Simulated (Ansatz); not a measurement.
# r2SCAN/cc-pVDZ run of C2H7B (SMILES BCC)

What is the electronic atomisation energy of C2H7B at r2SCAN/cc-pVDZ? 

Program for the calculation: Ansatz 0.2.0.

47 further runs of the same task are left out: 47 set aside as unsound or not needed. Runs told in other sessions of the task aren't counted.

## Step 1: Starting point

The species is C2H7B (10 atoms), meant as a singlet with charge 0. SMILES: `BCC`. The shape is that of a PBE0-D4/def2-TZVP optimisation.

Bond lengths: B1–C2 1.551 Å, C2–C3 1.522 Å, B1–H4 1.200 Å, B1–H5 1.199 Å, C2–H6 1.102 Å, C2–H7 1.102 Å, C3–H8 1.093 Å, C3–H9 1.093 Å, C3–H10 1.093 Å. Some angles: B1–C2–C3 118.3°, B1–C2–H6 106.6°, B1–C2–H7 106.4°, C3–C2–H6 111.1°, C3–C2–H7 111.1°, C2–B1–H4 122.2°, C2–B1–H5 119.5°, C2–C3–H8 112.2°, C2–C3–H9 111.1°, C2–C3–H10 111.1°.

## Step 2: The energy at r2SCAN/cc-pVDZ

Contents of run.yaml:

```yaml
crystal:
  periodic: [false, false, false]
  atoms:
    - {symbol: B, position_ang: [-0.923200, 0.854800, -0.729500]}
    - {symbol: C, position_ang: [0.421700, 0.293700, -0.199000]}
    - {symbol: C, position_ang: [0.384700, -0.913600, 0.727600]}
    - {symbol: H, position_ang: [-1.979600, 0.366600, -0.436300]}
    - {symbol: H, position_ang: [-0.919600, 1.807100, -1.458300]}
    - {symbol: H, position_ang: [0.950700, 1.138100, 0.271400]}
    - {symbol: H, position_ang: [1.046800, 0.094100, -1.084500]}
    - {symbol: H, position_ang: [1.384300, -1.226700, 1.039300]}
    - {symbol: H, position_ang: [-0.190300, -0.697600, 1.631400]}
    - {symbol: H, position_ang: [-0.092300, -1.767800, 0.240900]}
basis:
  gaussian:
    orbitals: cc-pVDZ
hamiltonian:
  xc: r2scan
accuracy: high
output: {orbitals: {seedname: orbitals}}
```

On the command line:

```bash
$ ansatz run run.yaml --threads 1 --pin off --max-ram 2610MiB --events-out events.jsonl --progress --plain --runs-dir runs
```

What it wrote:

```text
Warning: RAYON_NUM_THREADS=1 ignored (pool sized by the plan → 1); use --threads N
Functional definition: r2SCAN
  name "r2SCAN"
  parameter k0 = 0.174
  parameter k1 = 0.065
  parameter a1 = 4.9479
  exchange = r2scan_x(k0 = k0, k1 = k1, a1 = a1)
  correlation = r2scan_c
1881 factors; integrals over basis functions are off by at most 3.1e-9 eV
mean field evaluation 1: about -2854.9791 eV, gradient 5.2e1 eV
mean field evaluation 2: about -2850.1163 eV, gradient 6.6e1 eV
mean field evaluation 4: about -2861.9072 eV, gradient 1.3e0 eV
mean field evaluation 8: about -2861.9146 eV, gradient 3.7e-2 eV
mean field evaluation 16: about -2861.9146 eV, gradient 1.0e-6 eV
mean field -2861.91457470 eV, -105.1734207448 hartree, gradient 1.9e-8 eV, S^2 0.000000; 0 other end points of the search recorded, 0 dependent functions left out
reference -2861.91457546 eV, -105.1734207728 hartree; 12, 12 occupied and 65, 65 virtual orbitals, 1881 factors
Total energy: -2861.91457546 eV, -105.1734207728 hartree
```

Wall time 8.1 s (1 thread of Arm Neoverse V1, shared host); peak memory 0.24 GiB.

## Step 3: The B atom, same level

Contents of job.yaml:

```yaml
crystal:
  periodic: [false, false, false]
  atoms:
    - {symbol: B, position_ang: [0.000000, 0.000000, 0.000000]}
basis:
  gaussian:
    orbitals: cc-pVDZ
magnetization:
  spin_polarized: true
  initial_magnetization: 1
hamiltonian:
  xc: r2scan
accuracy: high
```

Run the same way, it converges to -24.63416 Eh (log not shown).

## Step 4: The C atom

Contents of input.yaml:

```yaml
crystal:
  periodic: [false, false, false]
  atoms:
    - symbol: C
      position_ang: [0.000000, 0.000000, 0.000000]
basis:
  gaussian:
    orbitals: cc-pVDZ
magnetization:
  spin_polarized: true
  initial_magnetization: 2
hamiltonian:
  xc: {name: r2SCAN}
total_charge: 0
accuracy: high
```

On the command line:

```bash
$ ansatz run input.yaml --threads 1 --pin off --max-ram 2610MiB --events-out events.jsonl --progress --plain --runs-dir runs
```

What it wrote, shortened:

```text
Warning: RAYON_NUM_THREADS=1 ignored (pool sized by the plan → 1); use --threads N
[... 7 set-up lines as earlier in the session ...]
96 factors; integrals over basis functions are off by at most 1.3e-9 eV
mean field evaluation 1: about -1029.1950 eV, gradient 4.1e0 eV
mean field evaluation 2: about -1029.2933 eV, gradient 1.3e0 eV
mean field evaluation 4: about -1029.3045 eV, gradient 3.4e-1 eV
mean field evaluation 8: about -1029.3053 eV, gradient 6.3e-5 eV
mean field evaluation 16: about -1029.3043 eV, gradient 1.3e-1 eV
mean field -1029.30529721 eV, -37.8262719844 hartree, gradient 9.3e-9 eV, S^2 2.004549; 1 other end points of the search recorded, 0 dependent functions left out
reference -1029.30529789 eV, -37.8262720094 hartree; 4, 2 occupied and 10, 12 virtual orbitals, 96 factors
Total energy: -1029.30529789 eV, -37.8262720094 hartree
```

Run time: 1.3 s. Hardware: 1 thread of Arm Neoverse V1, shared host; peak memory 0.092 GiB.

## Step 5: The H atom, same level

Contents of in.yaml:

```yaml
crystal:
  periodic: [false, false, false]
  atoms:
    - symbol: H
      position_ang: [0.000000, 0.000000, 0.000000]
basis:
  gaussian:
    orbitals: cc-pVDZ
hamiltonian:
  xc: {name: r2SCAN}
magnetization:
  spin_polarized: true
  initial_magnetization: 1
accuracy: high
```

On the command line:

```bash
$ ansatz run in.yaml --threads 1 --pin off --max-ram 2610MiB --events-out events.jsonl --progress --plain --runs-dir runs
```

What it wrote, shortened:

```text
Warning: RAYON_NUM_THREADS=1 ignored (pool sized by the plan → 1); use --threads N
[... 7 set-up lines as earlier in the session ...]
15 factors; integrals over basis functions are off by at most 4.6e-8 eV
mean field evaluation 1: about -13.5843 eV, gradient 1.7e-3 eV
mean field evaluation 2: about -13.5842 eV, gradient 3.3e-3 eV
mean field evaluation 4: about -13.5842 eV, gradient 2.7e-5 eV
mean field -13.58415338 eV, -0.4992084292 hartree, gradient 6.9e-9 eV, S^2 0.750000; 0 other end points of the search recorded, 0 dependent functions left out
reference -13.58415426 eV, -0.4992084615 hartree; 1, 0 occupied and 4, 5 virtual orbitals, 15 factors
Total energy: -13.58415426 eV, -0.4992084615 hartree
```

Run time: 0.4 s. Hardware: 1 thread of Arm Neoverse V1, shared host.

## Step 6: Summary of results

Level: r2SCAN/cc-pVDZ.

| quantity | value |
| --- | --- |
| molecule: total energy | -105.17342 Eh |
| molecule: HOMO energy | -7.61 eV |
| molecule: LUMO energy | -1.75 eV |
| molecule: HOMO–LUMO gap | 5.86 eV |
| B atom: total energy | -24.63416 Eh |
| B atom: ⟨S²⟩ | 0.756 |
| C atom: total energy | -37.82627 Eh |
| C atom: ⟨S²⟩ | 2.005 |
| H atom: total energy | -0.49921 Eh |
| H atom: ⟨S²⟩ | 0.750 |
| electronic atomisation energy | 37.885 eV |

Taking the molecule apart into free atoms costs 37.89 eV (874 kcal/mol), before zero-point energy and without spin-orbit coupling.
